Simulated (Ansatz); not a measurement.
# C2H2ClFOZr: a ladder of functionals and wavefunction methods

One table from this session's results is given with a row withheld; the runs are named, their logs left out.

The runs use Ansatz 0.2.0, Gaussian basis; functionals in def2-TZVPP, the program's frozen cores in correlated methods.

Plan: LDA (SPW92), PBE-D4, revPBE-D4, BLYP-D4, r2SCAN-D4, B97M-V, PBE0-D4, B3LYP-D4, r2SCANh-D4, r2SCAN0-D4, HSE06-D4, BHLYP-D4, CAM-B3LYP-D4, LC-ωPBE, ωB97X-V, ωB97M-V, B2PLYP, PBE-QIDH; CCSD(T)/def2-SVP; CCSD(T)/def2-TZVPP; MP2/def2-QZVPP; extrapolation to the limit; RPA on PBE.

## Structure used throughout

An earlier PBE0-D4 in a triple-zeta def2 set relaxation fixed the geometry. Zr takes the def2 core potential; no spin-orbit term is included.

SMILES `C#[C][Zr]([OH])([F])[Cl]`, 8 atoms, charge 0, spin multiplicity 1.

Atoms are counted from 1 here; the program's logs count them from 0.

Bond lengths: C1–C2 1.215 Å, C1–H7 1.067 Å, C2–Zr3 2.180 Å, Zr3–O4 1.888 Å, Zr3–F5 1.894 Å, Zr3–Cl6 2.349 Å, O4–H8 0.954 Å. Angles: C2–C1–H7 179.9°, C1–C2–Zr3 178.7°, C2–Zr3–O4 107.6°, C2–Zr3–F5 108.9°, C2–Zr3–Cl6 109.3°, O4–Zr3–F5 109.9°, O4–Zr3–Cl6 110.8°, F5–Zr3–Cl6 110.3°, Zr3–O4–H8 173.8°.

The first run:

File in.yaml:

```yaml
crystal:
  periodic: [false, false, false]
  atoms:
    - {symbol: C, position_ang: [1.505053, -1.791759, -0.951870]}
    - {symbol: C, position_ang: [0.862363, -0.842573, -0.549015]}
    - {symbol: Zr, position_ang: [-0.255737, 0.891869, 0.153686]}
    - {symbol: O, position_ang: [-1.874067, 0.265546, 0.896896]}
    - {symbol: F, position_ang: [-0.618238, 2.025532, -1.319370]}
    - {symbol: Cl, position_ang: [1.014985, 2.031444, 1.767223]}
    - {symbol: H, position_ang: [2.071233, -2.624502, -1.305670]}
    - {symbol: H, position_ang: [-2.705581, 0.044452, 1.308112]}
basis:
  gaussian: {orbitals: def2-TZVPP}
hamiltonian: {xc: lda}
output: {orbitals: {seedname: orbitals}}
```

Started as:

```
$ ansatz run in.yaml --threads 4 --pin off --events-out ev --progress --plain --max-ram 10444MiB
```

Steps of the session up to this table: LDA; PBE-D4 (GGA); revPBE-D4 (GGA); BLYP-D4 (GGA); r2SCAN-D4 (meta-GGA); B97M-V (meta-GGA); PBE0-D4 (hybrid); B3LYP-D4 (hybrid); r2SCANh-D4 (hybrid); r2SCAN0-D4 (hybrid); HSE06-D4 (hybrid); BHLYP-D4 (hybrid); CAM-B3LYP-D4 (range-separated); LC-ωPBE (range-separated); ωB97X-V (range-separated); ωB97M-V (range-separated); B2PLYP (double hybrid); PBE-QIDH (double hybrid).

One table of the session follows, with a row left open; its other results are not shown here.

It belongs to the step «Frontier levels by functional». 

| functional | HOMO (eV) | LUMO (eV) | gap (eV) |
| --- | --- | --- | --- |
| LDA (SPW92) | -7.36 | -3.04 | 4.32 |
| PBE-D4 | -7.14 | -2.78 | 4.36 |
| revPBE-D4 | -7.06 | -2.68 | 4.38 |
| BLYP-D4 | -6.96 | -2.66 | 4.30 |
| r2SCAN-D4 | -7.40 | -2.64 | 4.76 |
| B97M-V | -7.35 | -2.59 | 4.76 |
| PBE0-D4 | -8.36 | -2.00 | 6.36 |
| B3LYP-D4 | -8.10 | -2.21 | 5.89 |
| r2SCANh-D4 | -7.86 | -2.35 | 5.50 |
| r2SCAN0-D4 | -8.54 | -1.91 | 6.62 |
| HSE06-D4 | -7.95 | -2.37 | 5.58 |
| BHLYP-D4 | ? | ? | ? |
| CAM-B3LYP-D4 | -9.68 | -0.93 | 8.75 |
| LC-ωPBE | -11.12 | 0.23 | 11.34 |
| ωB97X-V | -10.70 | 0.13 | 10.83 |
| ωB97M-V | -10.58 | 0.04 | 10.62 |

Q: Estimate the row for BHLYP-D4 from the others.

Worked estimate for «HOMO (eV)». Against the share of exact exchange, BLYP-D4 (0, -6.96), B3LYP-D4 (0.2, -8.10) give a slope of -5.70 per unit share; at 0.5 the line stands at -9.81.

**Answer.** HOMO (eV): -9.39; LUMO (eV): -1.06; gap (eV): 8.33. In «HOMO (eV)» the line misses by -0.42.
